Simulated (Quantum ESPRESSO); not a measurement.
A calculation with Quantum ESPRESSO 7.5 of KSc2PbI2 (native input, structure typed inline):

The input pw.in:

```
&CONTROL
  calculation = 'scf'
  prefix = 'pwscf'
  outdir = './tmp'
  pseudo_dir = './pseudo'
  tprnfor = .true.
  tstress = .true.
  disk_io = 'low'
/
&SYSTEM
  ibrav = 0
  nat = 6
  ntyp = 4
  ecutwfc = 60
  ecutrho = 480
  nbnd = 40
  occupations = 'smearing'
  smearing = 'fd'
  degauss = 0.00367493
/
&ELECTRONS
  conv_thr = 1.2d-09
  electron_maxstep = 120
  mixing_beta = 0.5
/
ATOMIC_SPECIES
K     39.0983 K.pbe-spn-kjpaw_psl.1.0.0.UPF
Sc    44.9559 Sc_ONCV_PBE-1.0.oncvpsp.upf
Pb   207.2000 Pb.pbe-dn-kjpaw_psl.0.2.2.UPF
I    126.9045 I.pbe-n-kjpaw_psl.0.2.UPF
CELL_PARAMETERS angstrom
   4.8757687900    0.0000000000    0.0000000000
  -2.4378843900    4.2225396300    0.0000000000
   0.0000000000    0.0000000000    9.9279432500
ATOMIC_POSITIONS crystal
K      0.0000000000    0.0000000000    0.5000000000
Sc     0.3333333300    0.6666666700    0.5898700300
Sc     0.6666666700    0.3333333300    0.4101299700
Pb     0.0000000000    0.0000000000    0.0000000000
I      0.3333333300    0.6666666700    0.0505204400
I      0.6666666700    0.3333333300    0.9494795600
K_POINTS automatic
6 6 3 0 0 0
```

Contents of pp_density.in:

```
&INPUTPP
  prefix = 'pwscf'
  outdir = './tmp'
  filplot = 'density.dat'
  plot_num = 0
/
&PLOT
  nfile = 1
  filepp(1) = 'density.dat'
  iflag = 3
  output_format = 6
  fileout = 'density.cube'
/
```

pp_potential.in

```
&INPUTPP
  prefix = 'pwscf'
  outdir = './tmp'
  filplot = 'potential.dat'
  plot_num = 11
/
&PLOT
  nfile = 1
  filepp(1) = 'potential.dat'
  iflag = 3
  output_format = 6
  fileout = 'potential.cube'
/
```

Potentials or basis: SSSP 1.3 efficiency PBE.

The run is started by

```bash
$ OMP_NUM_THREADS=1 pw.x -in pw.in > pw.out
$ OMP_NUM_THREADS=1 pp.x -in pp_density.in > pp_density.out
$ OMP_NUM_THREADS=1 pp.x -in pp_potential.in > pp_potential.out
```

The cell was built by a generator and needn't be a form met in nature.

Task: Write the same calculation in another form: ASE script, structure typed inline.

Result: As run:

The input run.py:

```python
import numpy as np
from ase.calculators.espresso import Espresso, EspressoProfile
from ase import Atoms

atoms = Atoms(['K', 'Sc', 'Sc', 'Pb', 'I', 'I'],
              cell=[[4.87576879, 0.0, 0.0], [-2.43788439, 4.22253963, 0.0], [0.0, 0.0, 9.92794325]],
              scaled_positions=[[0.0, 0.0, 0.5], [0.33333333, 0.66666667, 0.58987003], [0.66666667, 0.33333333, 0.41012997], [0.0, 0.0, 0.0], [0.33333333, 0.66666667, 0.05052044], [0.66666667, 0.33333333, 0.94947956]],
              pbc=True)

input_data = {
    'control': {'calculation': 'scf', 'prefix': 'pwscf', 'outdir': './tmp', 'tprnfor': True, 'tstress': True, 'disk_io': 'nowf'},
    'system': {'ecutwfc': 60.0, 'ecutrho': 480.0, 'nbnd': 40, 'occupations': 'smearing', 'smearing': 'fd', 'degauss': 0.00367493},
    'electrons': {'conv_thr': 1.2e-09, 'electron_maxstep': 120, 'mixing_beta': 0.5},
}
pseudopotentials = {'I': 'I.pbe-n-kjpaw_psl.0.2.UPF', 'Sc': 'Sc_ONCV_PBE-1.0.oncvpsp.upf', 'Pb': 'Pb.pbe-dn-kjpaw_psl.0.2.2.UPF', 'K': 'K.pbe-spn-kjpaw_psl.1.0.0.UPF'}
profile = EspressoProfile(command='pw.x', pseudo_dir='pseudo')
dft = Espresso(profile=profile, input_data=input_data, pseudopotentials=pseudopotentials, kpts=(6, 6, 3), koffset=(0, 0, 0))
atoms.calc = dft

print(f'energy {atoms.get_potential_energy():.8f} eV')
print('forces (eV/A)')
print(np.round(atoms.get_forces(), 6))
print('stress (eV/A^3, Voigt)')
print(np.round(atoms.get_stress(), 8))
print(f'Fermi level {dft.get_fermi_level():.4f} eV')
```

Potentials or basis: SSSP 1.3 efficiency PBE.

The run is started by

```console
$ OMP_NUM_THREADS=1 python run.py
```

Both were run:

|  | native input, structure typed inline | ASE script, structure typed inline |
| --- | --- | --- |
| Pressure | 16.0 GPa | 16.0 GPa |
| Largest force | 3.394 eV/Å | 3.394 eV/Å |
| Band gap on the k mesh | none (metal or under the smearing width) | none (metal or under the smearing width) |

Keys that steer only the numerical path or the files written may differ.

Caveat: so large a pressure means that the cell lies far from this level's equilibrium, or that cutoff or potentials fall short; an odd number of electrons without spin polarisation forces a metal; a magnetic or distorted state may lie lower.
